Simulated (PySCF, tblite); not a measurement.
# C₆H₁₀F₂SSi: geometry, infrared bands and NMR shifts

Wanted: the infrared bands and NMR shifts of C₆H₁₀F₂SSi (`CS[Si@@H]1CCC=C(F)[C@H]1F`), by calculation.

Programs: tblite 0.8.0 and PySCF 2.14.0, with density-fitted response routines of our own. Each step states its level of theory. These are calculated values for one molecule in the gas phase, unless marked as measured. Atoms are numbered from 0 throughout.

**1. Starting geometry**

20 atoms, charge 0, multiplicity 1; geometry from: force field or distance geometry start.

Bonds of the start (Å): C0–S1 1.81, S1–Si2 2.14, Si2–C3 1.88, C3–C4 1.53, C4–C5 1.52, C5–C6 1.35, C6–F7 1.35, C6–C8 1.52, C8–F9 1.36, C8–Si2 1.87, C0–H10 1.10, C0–H11 1.08, C0–H12 1.10, Si2–H13 1.48, C3–H14 1.10, C3–H15 1.08, C4–H16 1.10, C4–H17 1.10, C5–H18 1.09, C8–H19 1.09.

**2. Optimising the geometry with GFN2-xTB**

The job: settings as JSON, then the geometry in Å.

```
{"job": {"kind": "relax", "xc": "GFN2-xTB", "basis": "xTB"}, "charge": 0, "multiplicity": 1}
C      3.505800    -0.540500    -0.669000
S      2.057200    -1.623400    -0.538500
Si     0.559500    -0.341500     0.301600
C     -1.048800    -1.285500     0.517300
C     -2.249100    -0.374500     0.795100
C     -2.375700     0.821800    -0.126400
C     -1.392800     1.412500    -0.843400
F     -1.757900     2.479400    -1.587300
C      0.070700     1.017500    -0.892300
F      0.846800     2.106500    -0.623300
H      3.281100     0.297600    -1.340600
H      4.334600    -1.106000    -1.077100
H      3.782100    -0.150400     0.323300
H      1.028100     0.176800     1.608500
H     -0.951700    -2.003300     1.348500
H     -1.243100    -1.872200    -0.372700
H     -2.219700    -0.003300     1.825500
H     -3.163100    -0.978700     0.697100
H     -3.366200     1.264800    -0.182700
H      0.297100     0.713000    -1.913000
```

Run with:

```console
$ OMP_NUM_THREADS=1 python probes_run.py task.json out
```

The driver reads the jobs from task.json and runs them one after another.

The program printed:

```text
step      E/eV     max force
  0    -880.84350    1.982
  1    -880.92552    1.367
  2    -880.95191    0.317
  3    -880.96109    0.240
  4    -880.97670    0.357
  5    -880.98619    0.380
  6    -880.99518    0.224
  7    -880.99868    0.119
  8    -881.00070    0.104
  9    -881.00245    0.112
 10    -881.00444    0.121
 11    -881.00628    0.095
 12    -881.00789    0.085
 13    -881.00944    0.093
 14    -881.01120    0.126
 15    -881.01296    0.144
 16    -881.01435    0.100
 17    -881.01536    0.081
 18    -881.01630    0.071
 19    -881.01729    0.084
 20    -881.01813    0.077
 21    -881.01868    0.049
 22    -881.01907    0.051
 23    -881.01945    0.056
 24    -881.01989    0.062
 25    -881.02035    0.055
 26    -881.02073    0.054
 27    -881.02103    0.041
 28    -881.02130    0.038
 29    -881.02156    0.040
 30    -881.02181    0.045
 31    -881.02207    0.044
 32    -881.02238    0.048
 33    -881.02275    0.054
 34    -881.02314    0.047
 35    -881.02346    0.036
 36    -881.02371    0.034
 37    -881.02397    0.034
 38    -881.02428    0.038
 39    -881.02465    0.051
 40    -881.02503    0.043
 41    -881.02540    0.050
 42    -881.02584    0.055
 43    -881.02637    0.052
 44    -881.02692    0.050
 45    -881.02733    0.045
 46    -881.02758    0.044
 47    -881.02777    0.041
 48    -881.02796    0.034
 49    -881.02812    0.023
 50    -881.02823    0.029
 51    -881.02831    0.025
 52    -881.02837    0.016
 53    -881.02842    0.013
 54    -881.02846    0.016
 55    -881.02850    0.022
 56    -881.02855    0.021
 57    -881.02864    0.030
 58    -881.02874    0.032
 59    -881.02885    0.027
 60    -881.02898    0.034
 61    -881.02913    0.032
 62    -881.02928    0.035
 63    -881.02944    0.031
 64    -881.02958    0.030
 65    -881.02971    0.034
 66    -881.02982    0.027
 67    -881.02993    0.026
 68    -881.03003    0.021
 69    -881.03012    0.020
 70    -881.03020    0.020
 71    -881.03029    0.023
 72    -881.03040    0.026
 73    -881.03053    0.032
 74    -881.03069    0.035
 75    -881.03086    0.029
 76    -881.03101    0.024
 77    -881.03112    0.025
 78    -881.03121    0.022
 79    -881.03129    0.025
 80    -881.03137    0.025
 81    -881.03146    0.025
 82    -881.03159    0.030
 83    -881.03172    0.025
 84    -881.03186    0.027
 85    -881.03198    0.029
 86    -881.03213    0.034
 87    -881.03233    0.036
 88    -881.03255    0.035
 89    -881.03278    0.035
 90    -881.03296    0.041
 91    -881.03316    0.042
 92    -881.03339    0.035
 93    -881.03386    0.049
 94    -881.03406    0.042
 95    -881.03456    0.046
 96    -881.03535    0.054
 97    -881.03608    0.142
 98    -881.03783    0.138
 99    -881.03924    0.106
100    -881.04136    0.117
101    -881.04296    0.090
102    -881.04429    0.109
103    -881.04504    0.077
104    -881.04591    0.097
105    -881.04666    0.105
106    -881.04766    0.136
107    -881.04864    0.104
108    -881.04999    0.081
109    -881.05148    0.106
110    -881.05286    0.120
111    -881.05384    0.164
112    -881.05546    0.092
113    -881.05701    0.066
114    -881.05833    0.088
115    -881.05927    0.068
116    -881.06000    0.057
117    -881.06085    0.068
118    -881.06141    0.073
119    -881.06202    0.070
120    -881.06253    0.059
121    -881.06275    0.099
122    -881.06332    0.054
123    -881.06381    0.048
124    -881.06454    0.050
125    -881.06558    0.072
126    -881.06625    0.063
127    -881.06698    0.046
128    -881.06741    0.047
129    -881.06783    0.056
130    -881.06823    0.049
131    -881.06851    0.042
132    -881.06868    0.023
133    -881.06880    0.019
134    -881.06891    0.022
135    -881.06900    0.020
136    -881.06906    0.013
137    -881.06908    0.009
```

Wall time 2.4 s (1 thread of Arm Neoverse N1, shared host); peak memory 0.18 GiB.

Relaxation path: (not every step is listed)

| step | energy from step 0 (eV) | largest force (eV/Å) |
| --- | --- | --- |
| 0 | 0.0000 | 1.9818 |
| 1 | -0.0820 | 1.3667 |
| 2 | -0.1084 | 0.3174 |
| 3 | -0.1176 | 0.2397 |
| 4 | -0.1332 | 0.3568 |
| 5 | -0.1427 | 0.3804 |
| 6 | -0.1517 | 0.2238 |
| 7 | -0.1552 | 0.1194 |
| 8 | -0.1572 | 0.1039 |
| 20 | -0.1746 | 0.0771 |
| 32 | -0.1789 | 0.0479 |
| 44 | -0.1834 | 0.0501 |
| 56 | -0.1851 | 0.0210 |
| 68 | -0.1865 | 0.0206 |
| 80 | -0.1879 | 0.0249 |
| 92 | -0.1899 | 0.0346 |
| 104 | -0.2024 | 0.0968 |
| 116 | -0.2165 | 0.0570 |
| 128 | -0.2239 | 0.0466 |
| 132 | -0.2252 | 0.0230 |
| 133 | -0.2253 | 0.0186 |
| 134 | -0.2254 | 0.0219 |
| 135 | -0.2255 | 0.0200 |
| 136 | -0.2256 | 0.0134 |
| 137 | -0.2256 | 0.0088 |

Close pairs (by a distance rule), those that changed most:

| bond | before (Å) | after (Å) | change (Å) |
| --- | --- | --- | --- |
| Si2–C8 | 1.874 | 1.932 | +0.058 |
| C8–F9 | 1.364 | 1.398 | +0.034 |
| C5–C6 | 1.352 | 1.325 | -0.028 |
| C6–C8 | 1.517 | 1.490 | -0.026 |
| Si2–H13 | 1.482 | 1.463 | -0.019 |
| C4–C5 | 1.515 | 1.497 | -0.018 |
| Si2–C3 | 1.877 | 1.894 | +0.017 |
| C0–H12 | 1.101 | 1.085 | -0.017 |

The end geometry stands in the next job.

**3. Infrared spectrum with GFN2-xTB**

The job: settings as JSON, then the geometry in Å.

```
{"job": {"kind": "ir", "xc": "GFN2-xTB", "basis": "xTB"}, "charge": 0, "multiplicity": 1}
C      3.290421    -0.603729    -0.997082
S      1.755868    -1.583521    -0.904765
Si     0.598323    -0.374654     0.433603
C     -1.056843    -1.235432     0.762270
C     -2.198197    -0.208855     0.763054
C     -2.263091     0.526766    -0.539013
C     -1.221182     1.180539    -1.030397
F     -1.303070     1.782758    -2.242250
C      0.099655     1.317567    -0.353962
F     -0.008153     2.222686     0.705721
H      3.075019     0.386550    -1.382897
H      3.952917    -1.128705    -1.676402
H      3.740888    -0.541648    -0.012249
H      1.373778    -0.045084     1.630048
H     -1.040756    -1.754793     1.719371
H     -1.252515    -1.987986    -0.003298
H     -2.038078     0.500813     1.578263
H     -3.148837    -0.712366     0.942269
H     -3.185488     0.508300    -1.098537
H      0.824192     1.761471    -1.043082
```

The program printed:

```text
mode    cm-1     km/mol
  1      27.4      0.93
  2      46.1      4.79
  3      82.0      4.17
  4      93.8      1.38
  5     114.0      4.33
  6     162.3      0.78
  7     196.0      4.46
  8     221.6      9.35
  9     247.5      9.52
 10     273.8      1.79
 11     332.5      3.71
 12     358.8     12.91
 13     411.4      8.79
 14     516.7     38.27
 15     570.8     22.25
 16     588.7     21.77
 17     604.4     73.64
 18     663.9    265.23
 19     692.3     29.18
 20     721.9      1.02
 21     751.8     51.69
 22     791.2     79.43
 23     823.6     22.06
 24     876.7      7.58
 25     941.3      0.12
 26     953.9      6.51
 27     969.7     10.04
 28     975.9     61.29
 29     995.8      2.88
 30    1092.7     66.04
 31    1099.2     23.21
 32    1139.9      3.65
 33    1160.7     19.13
 34    1202.0     50.00
 35    1260.2      8.83
 36    1276.2      6.10
 37    1295.9     42.14
 38    1318.8      0.92
 39    1329.2      4.75
 40    1446.9      5.87
 41    1455.3      9.26
 42    1461.5      5.72
 43    1489.3      1.77
 44    1721.7     27.88
 45    2264.1    236.79
 46    2942.8     19.87
 47    2963.2      8.78
 48    2982.1     33.90
 49    2994.7     30.72
 50    3004.4     21.82
 51    3040.1      4.73
 52    3047.4      7.57
 53    3065.3      0.52
 54    3100.5     15.00
```

Run time: 1.8 s. Hardware: 1 thread of Arm Neoverse N1, shared host; peak memory 0.18 GiB.

The strongest bands and the atoms that carry them (share of the mass-weighted mode):

| cm⁻¹ | km/mol | atoms |
| --- | --- | --- |
| 604 | 73.6 | H13 65 % |
| 664 | 265.2 | H13 76 %, Si2 12 % |
| 752 | 51.7 | Si2 28 %, C8 20 %, C3 16 % |
| 791 | 79.4 | C3 28 %, H14 28 %, H15 13 %, H18 11 % |
| 976 | 61.3 | C8 47 %, F9 25 % |
| 1093 | 66.0 | H19 29 %, C6 27 %, H18 11 %, F7 11 % |
| 1202 | 50.0 | H19 25 %, H17 15 %, C6 14 %, H14 12 % |
| 2264 | 236.8 | H13 97 % |

**4. Nuclear shieldings: PBE0/pcSseg-1**

Same as in step 3 but for these lines:

```diff
@@ -1,2 +1,2 @@
-{"job": {"kind": "ir", "xc": "GFN2-xTB", "basis": "xTB"}, "charge": 0, "multiplicity": 1}
+{"job": {"kind": "nmr", "xc": "PBE0", "basis": "pcSseg-1"}, "charge": 0, "multiplicity": 1}
 C      3.290421    -0.603729    -0.997082
```

Level: GIAO PBE0/pcSseg-1 NMR shielding, non-relativistic, gas phase.

The program printed:

```text
coarse grid: 18136 points
cycle   1  E = -1121.0637440931  dE =  1.226e+00  |g| = 6.808e-01  |ddm| = 4.132e+00
cycle   2  E = -1120.9849313196  dE =  7.881e-02  |g| = 9.734e-01  |ddm| = 1.238e+00
cycle   3  E = -1121.1499122950  dE = -1.650e-01  |g| = 1.028e-01  |ddm| = 7.526e-01
cycle   4  E = -1121.1519601526  dE = -2.048e-03  |g| = 4.764e-02  |ddm| = 1.366e-01
cycle   5  E = -1121.1524567666  dE = -4.966e-04  |g| = 1.300e-02  |ddm| = 4.779e-02
cycle   6  E = -1121.1524875330  dE = -3.077e-05  |g| = 5.133e-03  |ddm| = 1.433e-02
cycle   7  E = -1121.1524935668  dE = -6.034e-06  |g| = 9.489e-04  |ddm| = 5.105e-03
final grid: 167848 points
cycle   8  E = -1121.2272190437  dE = -4.566e-05  |g| = 1.153e-02  |ddm| = 3.459e-02
cycle   9  E = -1121.2271921842  dE =  2.686e-05  |g| = 1.636e-02  |ddm| = 2.257e-02
cycle  10  E = -1121.2272494956  dE = -5.731e-05  |g| = 1.496e-03  |ddm| = 1.331e-02
cycle  11  E = -1121.2272498468  dE = -3.512e-07  |g| = 3.923e-04  |ddm| = 1.450e-03
cycle  12  E = -1121.2272498751  dE = -2.825e-08  |g| = 1.175e-04  |ddm| = 4.211e-04
cycle  13  E = -1121.2272498780  dE = -2.867e-09  |g| = 5.143e-05  |ddm| = 1.356e-04
cycle  14  E = -1121.2272498786  dE = -6.244e-10  |g| = 1.042e-05  |ddm| = 4.877e-05
converged SCF energy = -1121.2272498786

GIAO shielding tensors (ppm)
atom      isotropic    diamagn.    paramagn.     s11        s22        s33       span
  0 C      173.011     250.950     -77.939    162.312    165.091    191.629     29.318
  1 S      694.148    1059.661    -365.514    609.527    623.472    849.444    239.918
  2 Si     343.947     880.259    -536.312    312.242    338.204    381.394     69.152
  3 C      174.764     253.531     -78.767    160.595    173.762    189.935     29.340
  4 C      165.513     250.132     -84.618    152.346    169.284    174.910     22.564
  5 C       64.099     258.628    -194.529    -31.655     68.394    155.559    187.214
  6 C       15.150     253.301    -238.151    -87.864     62.600     70.715    158.579
  7 F      264.065     474.788    -210.723    195.026    291.693    305.478    110.452
  8 C      103.929     252.474    -148.545     69.814     82.510    159.464     89.651
  9 F      408.312     474.620     -66.309    324.653    421.966    478.316    153.663
 10 H       29.588      30.793      -1.205     23.084     28.982     36.699     13.615
 11 H       29.572      27.984       1.588     23.687     26.413     38.616     14.929
 12 H       29.503      29.233       0.270     23.961     27.300     37.247     13.286
 13 H       26.680      30.105      -3.426     23.480     25.192     31.367      7.887
 14 H       30.420      30.800      -0.380     24.953     28.423     37.883     12.930
 15 H       30.975      32.036      -1.061     25.658     30.297     36.970     11.312
 16 H       29.345      30.642      -1.298     25.733     26.954     35.347      9.614
 17 H       29.360      29.424      -0.063     23.562     27.417     37.103     13.541
 18 H       25.513      29.843      -4.331     22.691     26.332     27.515      4.824
 19 H       26.463      31.160      -4.697     24.672     26.028     28.689      4.017
```

Wall time 2 min (1 thread of Arm Neoverse N1, shared host); peak memory 1.1 GiB.

The references, computed at this level on geometries of the same kind, shield at (ppm): ¹H TMS 31.72, ¹³C TMS 186.9, ²⁹Si TMS 349.2, ¹⁹F CFCl3 170.9, ³³S CS2 504. Their shielding less the atom's gives the shift. The references are single molecules in the gas phase, so shifts against H2O, NH3, PH3, H3PO4 or CFCl3 are not on the usual liquid scales and can be off by tens of ppm. Atoms listed in one row are averaged.

| atoms | environment | σ (ppm) | δ (ppm) | δ scaled to CDCl3 |
| --- | --- | --- | --- | --- |
| C6 | fully substituted alkene carbon | 15.2 | 171.8 | 165.7 |
| C5 | alkene CH | 64.1 | 122.8 | 118.0 |
| C8 | allylic sp3 CH bonded to F and Si | 103.9 | 83.0 | 79.1 |
| C4 | allylic sp3 CH2 | 165.5 | 21.4 | 19.0 |
| C0 | methyl carbon bonded to S | 173.0 | 13.9 | 7.3 |
| C3 | sp3 CH2 bonded to Si | 174.8 | 12.2 | 10.0 |
| H18 | hydrogen on an alkene CH | 25.51 | 6.20 | 5.95 |
| H19 | hydrogen on an allylic sp3 CH bonded to F and Si | 26.46 | 5.25 | 5.06 |
| H13 | hydrogen on a silicon bonded to 2 C, S, in a 6-membered ring | 26.68 | 5.04 | – |
| H16 | hydrogen on an allylic sp3 CH2 | 29.34 | 2.37 | 2.34 |
| H17 | hydrogen on an allylic sp3 CH2 | 29.36 | 2.36 | 2.33 |
| H10, H11, H12 | hydrogen on a methyl carbon bonded to S | 29.55 | 2.16 | 2.14 |
| H14 | hydrogen on an sp3 CH2 bonded to Si | 30.42 | 1.30 | 1.33 |
| H15 | hydrogen on an sp3 CH2 bonded to Si | 30.98 | 0.74 | 0.80 |
| S1 | sulfur bonded to C, Si | 694 | -190 | – |
| Si2 | silicon bonded to 2 C, S, H, in a 6-membered ring | 343.9 | 5.2 | – |
| F7 | vinylic fluorine | 264.1 | -93.1 | – |
| F9 | fluorine on an sp3 carbon | 408.3 | -237.4 | – |

The scaled column applies a straight-line fit of computed shieldings to shifts measured in CDCl3, with any fitted terms for Cl, Br or S neighbours, and one for carbons that bear F (root-mean-square error 0.16 ppm for H, 1.9 ppm for C).

The run also stored atomic charges by several schemes (e):

| atoms | Mulliken | IAO | Hirshfeld | ESP fit |
| --- | --- | --- | --- | --- |
| C0 | -0.40 | -0.50 | -0.11 | -0.32 |
| S1 | -0.30 | -0.17 | -0.09 | -0.26 |
| Si2 | 0.79 | 0.82 | 0.33 | 0.24 |
| C3 | -0.54 | -0.53 | -0.16 | -0.25 |
| C4 | -0.18 | -0.26 | -0.06 | -0.10 |
| C5 | -0.20 | -0.19 | -0.06 | -0.24 |
| C6 | 0.25 | 0.26 | 0.07 | 0.15 |
| F7 | -0.28 | -0.28 | -0.09 | -0.20 |
| C8 | -0.10 | -0.13 | -0.04 | 0.06 |
| F9 | -0.34 | -0.33 | -0.12 | -0.24 |

Mayer bond orders: C0–S1 0.99, S1–Si2 1.01, Si2–C3 0.93, C3–C4 1.03, C4–C5 1.01, C5–C6 1.86, C6–F7 0.92, C6–C8 1.04, C8–F9 0.81, C8–Si2 0.79.

Ring of atoms Si2, C3, C4, C5, C6, C8: NICS(0) -2.2, NICS(1) -2.9, NICS(1)zz 0.3 ppm (means of both faces; NICS(1) differs between them: -4.3 and -1.5).

The fields below are evaluated on a grid from the run's orbitals.

Frontier orbitals at PBE0/pcSseg-1, with the share of their density that lies nearest to each atom:

| orbital | energy (eV) | lies on |
| --- | --- | --- |
| HOMO | -7.07 | S1 70 % |
| LUMO | -0.52 | C5, C6 about 22 % each; F9 10 %; C8 9 % |

ELF in a plane through or near 6 of the atoms.

Values, 10 rows by 14 columns:
```
0.00 0.00 0.00 0.00 0.00 0.00 0.00 0.00 0.00 0.00 0.00 0.00 0.00 0.00
0.00 0.00 0.00 0.00 0.00 0.00 0.00 0.00 0.00 0.00 0.00 0.00 0.00 0.00
0.00 0.00 0.00 0.00 0.06 0.15 0.00 0.12 0.89 0.16 0.00 0.00 0.00 0.00
0.00 0.00 0.00 0.02 0.51 0.76 0.19 0.43 0.56 0.13 0.79 0.26 0.00 0.00
0.00 0.00 0.28 0.61 0.70 0.75 0.29 0.81 0.62 0.40 0.99 0.83 0.00 0.00
0.00 0.01 0.56 0.45 0.69 0.26 0.41 0.24 0.19 0.83 0.16 0.01 0.00 0.00
0.00 0.00 0.02 0.93 0.98 0.01 0.36 0.69 0.34 0.65 0.74 0.05 0.00 0.00
0.00 0.00 0.00 0.00 0.00 0.04 0.25 0.26 0.74 0.05 0.03 0.00 0.00 0.00
0.00 0.00 0.00 0.00 0.00 0.00 0.00 0.35 0.60 0.07 0.00 0.00 0.00 0.00
0.00 0.00 0.00 0.00 0.00 0.00 0.00 0.00 0.00 0.00 0.00 0.00 0.00 0.00
```
The map spans 13.7 Å across and 10.7 Å up, centred on the molecule. Atoms in the plane (x, y in Å): C0 (-3.4, 0.1), C3 (1.1, 1.5), C5 (2.2, -0.8), C6 (1.1, -1.5), H10 (-3.2, -0.9), H17 (3.2, 1.1).

log10 of the density (e/Å³) in the same plane.

Ten even steps from ' ' (-4.0) to '@' (1.3):
```
                                                        
                                                        
                            ....::....                  
                ..........::----==--::..                
              ::::------::--==++++==--::..              
          ..::--============++**##**==----::..          
      ..::----==++****++++++**####**++++++==--..        
    ..::--==++++**####******##%%@@########++==::        
    ::--++**##############**##############**==::        
    ::==++##%%@@##****************######**++--..        
    ::==++**##%%##**++********++**##%%##**==--..        
    ..--==++**####++==++++****####%%@@##**==--..        
      ::--==++****====++++**##%%@@%%##****==--..        
        ..--======----++++++**######**++==--::          
          ....::::::--====++**%%%%**++----::..          
                  ....::--==**####**==::..              
                      ..::--++****++--..                
                          ..----==--..                  
                                                        
                                                        
```
The map spans 13.7 Å across and 10.7 Å up, centred on the molecule. Atoms in the plane (x, y in Å): C0 (-3.4, 0.1), C3 (1.1, 1.5), C5 (2.2, -0.8), C6 (1.1, -1.5), H10 (-3.2, -0.9), H17 (3.2, 1.1).

On the surface of density 0.002 e/bohr³ the electrostatic potential runs, from the 1st to the 99th percentile, from -0.97 V near F9 to 1.17 V near H10.

**5. What came out**

| quantity | value |
| --- | --- |
| strongest single infrared mode (GFN2-xTB) | 664 cm⁻¹, 265 km/mol |
| zero-point energy (GFN2-xTB) | 91.7 kcal/mol |
| ¹³C shifts against TMS (PBE0/pcSseg-1) | 171.8, 122.8, 83.0, 21.4, 13.9, 12.2 ppm |
| ¹H shifts against TMS (PBE0/pcSseg-1, means over atoms taken as alike) | 6.20, 5.25, 5.04, 2.37, 2.36, 2.16, 1.30, 0.74 ppm |
| ³³S shifts against CS2 (PBE0/pcSseg-1) | -190 ppm |
| ²⁹Si shifts against TMS (PBE0/pcSseg-1) | 5.2 ppm |
| ¹⁹F shifts against CFCl3 (PBE0/pcSseg-1) | -93.1, -237.4 ppm |
| surface potential, 1st and 99th percentile | -0.97 V and 1.17 V |

What this shows: The optimisation took 137 steps and gained 0.226 eV; among the close pairs (by a distance rule), Si2–C8 changed most, from 1.874 to 1.932 Å. No mode is imaginary among the 54: a minimum at this level. The strongest single mode, at 664 cm⁻¹, moves mainly H13. GFN2-xTB is a fitted tight-binding method: band positions and strengths are rough. Its intensities can rank the bands wrongly. H18 (hydrogen on an alkene CH) lies farthest downfield among hydrogen, at 6.20 ppm; a vinylic proton, deshielded by the sp2 carbon and the C=C anisotropy. At PBE0/pcSseg-1: Shielding is most anisotropic at S1 (span 240 ppm, paramagnetic term -366 ppm). At PBE0/pcSseg-1, counted by nearest atom on the grid, the HOMO lies on S1 70 %, the LUMO on C5, C6 about 22 % each; F9 10 %.
